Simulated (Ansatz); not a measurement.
Consider cell relaxations under several functionals of NaSe, space group Fm-3m (Ansatz 0.2.0, Python API).

`lattice.py`
```python
# -*- coding: utf-8 -*-
"""Relaxed cell of NaSe under several functionals."""

import argparse

import ansatz as az
import numpy as np

parser = argparse.ArgumentParser(description="Relaxed cell of NaSe under several functionals.")
parser.add_argument("--mesh", type=int, nargs=3, required=True, help="k-point sampling")
parser.add_argument("--occupations", default="Fermi-Dirac", help="how the bands are filled")
parser.add_argument("--smearing-width", type=float, required=True, help="smearing width (eV)")
args = parser.parse_args()

def edges_and_angles(cell):
    cell = np.asarray(cell)
    a, b, c = np.linalg.norm(cell, axis=1)
    cosines = cell[1] @ cell[2] / (b * c), cell[0] @ cell[2] / (a * c), cell[0] @ cell[1] / (a * b)
    return (a, b, c, *np.degrees(np.arccos(cosines)))


def main():
    lattice = az.Lattice.of(
        (0.0, 2.993261, 2.993261),
        (2.993261, 0.0, 2.993261),
        (2.993261, 2.993261, 0.0),
    )
    sites = [
        ("Na", (0.0, 0.0, 0.0)),
        ("Se", (0.5, 0.5, 0.5)),
    ]
    structure = az.Crystal(lattice=lattice)
    for symbol, position in sites:
        structure = structure.atom(symbol, position)

    calculation = (
        structure.calculation()
        .basis(19 * az.Ha)
        .kpoints(*args.mesh)
        .occupations(args.occupations, width=args.smearing_width)
        .relax(cell=True)
    )

    levels = [("lda", "none"), ("blyp", "d3bj"), ("pbesol", "none")]
    print("level            a       b       c    alpha   beta  gamma  V/atom  steps")
    for name, dispersion in levels:
        seen = []
        run = calculation.functional(name, dispersion=dispersion).session().plan()
        res = run.execute(on_event=lambda e: seen.append(e) if e["event"] == "relax_step" else None)
        cell = res.lattice.cell_ang
        label = name if dispersion == "none" else f"{name}+{dispersion}"
        print("{:13s} {:7.4f} {:7.4f} {:7.4f} {:6.2f} {:6.2f} {:6.2f}".format(label, *edges_and_angles(cell)), f"{abs(np.linalg.det(cell)) / len(res.lattice.sites):7.3f} {len(seen):5d}")


if __name__ == "__main__":
    main()
```

Rank the levels of theory by the volume of the relaxed cell.

From smallest to largest: LDA (23.21 Å³ an atom, -13.5 % against the start), BLYP+D3BJ (23.44 Å³ an atom, -12.6 % against the start) and PBEsol (24.69 Å³ an atom, -7.9 % against the start). The spread is 6.4 % in volume.

The run itself:

Output of `python lattice.py --mesh 10 10 10 --smearing-width 0.05`:
```text
level            a       b       c    alpha   beta  gamma  V/atom  steps
lda            4.0341  4.0341  4.0341  60.00  60.00  60.00  23.211     6
blyp+d3bj      4.0473  4.0473  4.0473  60.00  60.00  60.00  23.440     5
pbesol         4.1182  4.1182  4.1182  60.00  60.00  60.00  24.693     5
```

Reading the output:
- Forces vanish by symmetry, so the ions can't move, and the end may be a saddle.
- BLYP and dispersion corrections can be off by several per cent in the lattices of metals, and by several GPa in the pressure at a fixed cell.
- Edges and angles are those of the cell as typed, here a primitive one, not of the conventional cell.
- The structure comes from a database of computed cells and needn't be a stable or known phase.
- The whole script took 30 s on 1 thread of Intel(R) Xeon(R) Processor @ 2.30GHz (shared host), peak memory 0.59 GiB.
